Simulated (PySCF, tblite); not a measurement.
# C₅H₉BO₂S: geometry, infrared bands and NMR shifts

Aim: predict the infrared bands and NMR shifts of C₅H₉BO₂S (`C=CCO[C@H]1COBS1`).

The runs use tblite 0.8.0 and PySCF 2.14.0, with density-fitted response routines of our own; the level of theory stands in each step. All values are computed, except where a source is named. Atoms are numbered from 0 throughout.

### Step 1. Starting geometry

18 atoms, charge 0, multiplicity 1; geometry from: force field or distance geometry start.

Bonds of the start (Å): C0–C1 1.34, C1–C2 1.47, C2–O3 1.37, O3–C4 1.40, C4–C5 1.49, C5–O6 1.33, O6–B7 1.43, B7–S8 1.92, S8–C4 1.84, C0–H9 1.09, C0–H10 1.08, C1–H11 1.10, C2–H12 1.11, C2–H13 1.12, C4–H14 1.08, C5–H15 1.13, C5–H16 1.12, B7–H17 1.19.

### Step 2. Relaxing the molecule with GFN2-xTB

The job: settings as JSON, then the geometry in Å.

```
{"job": {"kind": "relax", "xc": "GFN2-xTB", "basis": "xTB"}, "charge": 0, "multiplicity": 1}
C      2.722500    -0.592800    -0.284800
C      1.867400     0.274900     0.271400
C      1.059600     1.175100    -0.560100
O     -0.287700     0.983500    -0.369200
C     -0.704600    -0.327000    -0.652600
C     -1.457900    -0.781900     0.548600
O     -2.783100    -0.748900     0.426000
B     -3.271500     0.241200    -0.482500
S     -2.022600    -0.058400    -1.906400
H      2.753500    -0.583700    -1.372600
H      3.321700    -1.265400     0.316700
H      1.823800     0.261300     1.368300
H      1.263200     0.919000    -1.618900
H      1.344300     2.247900    -0.390800
H      0.085000    -0.969200    -1.004400
H     -1.152400    -1.860400     0.706000
H     -1.060700    -0.279100     1.470800
H     -3.509300     1.370000    -0.180600
```

Started as:

```console
$ OMP_NUM_THREADS=1 python probes_run.py task.json out
```

One launch serves the whole session: the jobs run in the order shown.

**Question.** This job is followed by: GFN2-xTB harmonic vibrations, gas phase; GIAO PBE0/pcSseg-1 NMR shielding, non-relativistic, gas phase. Predict these results of the whole session: strongest single infrared mode (GFN2-xTB); zero-point energy (GFN2-xTB); 13C shifts against TMS (PBE0/pcSseg-1); 1H shifts against TMS (PBE0/pcSseg-1); 17O shifts against H2O (PBE0/pcSseg-1); 11B shifts against BF3·OEt2 (PBE0/pcSseg-1); 33S shifts against CS2 (PBE0/pcSseg-1); surface potential, 1st and 99th percentile.

**Answer**, as computed:

| quantity | value |
| --- | --- |
| strongest single infrared mode (GFN2-xTB) | 1050 cm⁻¹, 250 km/mol |
| zero-point energy (GFN2-xTB) | 85.7 kcal/mol |
| 13C shifts against TMS (PBE0/pcSseg-1) | 143.1, 129.1, 91.0, 82.7, 74.0 ppm |
| 1H shifts against TMS (PBE0/pcSseg-1) | 6.08, 5.78, 5.72, 5.70, 5.33, 4.81, 4.68, 4.51, 4.20 ppm |
| 17O shifts against H2O (PBE0/pcSseg-1) | 192.6, 99.4 ppm |
| 11B shifts against BF3·OEt2 (PBE0/pcSseg-1) | 41.4 ppm |
| 33S shifts against CS2 (PBE0/pcSseg-1) | 62 ppm |
| surface potential, 1st and 99th percentile | -1.12 V and 1.04 V |

What this shows: Relaxing lowered the energy by 2.201 eV in 114 steps; the close pair that moved most is B7–S8, from 1.918 to 1.795 Å. No mode is imaginary among the 48: a minimum at this level. The strongest single mode, at 1050 cm⁻¹, is spread over several atoms, C5, O6, C4, H17 among them. Unscaled tight-binding wavenumbers are off by several per cent, some by more. Its intensities can rank the bands wrongly. The most deshielded carbon is C1 (alkene CH), at 143.1 ppm: the olefinic region. H11 (hydrogen on an alkene CH) lies farthest downfield among hydrogen, at 6.08 ppm; a vinylic proton, deshielded by the sp2 carbon and the C=C anisotropy. At PBE0/pcSseg-1: The largest span, 366 ppm, is at S8, where the paramagnetic term is -618 ppm.
